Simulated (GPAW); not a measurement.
Hf2Si:

```xyz
6
Lattice="-3.2754 3.2754 2.5828 3.2754 -3.2754 2.5828 3.2754 3.2754 -2.5828" Properties=species:S:1:pos:R:3 pbc="T T T"
Hf    4.3004    1.0251    0.0000
Hf    2.2503    1.0251    2.5828
Hf   -1.0251    2.2503    2.5828
Hf    1.0251    2.2503    0.0000
Si    0.0000    0.0000    3.8742
Si    0.0000    0.0000    1.2914
```

The cell comes from a database or a generator and needn't be the stable form of this composition.

Base run:

| Property | Result |
| --- | --- |
| Program | GPAW 26.7.0 |
| Functional | PBEsol |
| Potentials or basis | PAW data sets generated in the run's folder for this functional |
| Cutoff | 600 eV |
| Basis | pw |
| k mesh | 5 × 5 × 5 |
| Occupations | fermi-dirac, width 0.05 eV |
| Spin | no spin polarisation |

Its results: pressure -1.8 GPa.

Q: The run is repeated on the same cell with these changes: functional from PBEsol to LDA; potentials or basis from PAW data sets generated in the run's folder for this functional to the program's PAW data sets (release 1.2.1) made for this functional. What comes out?

A: Pressure -5.8 GPa.

Not every run made on this cell is shown here.
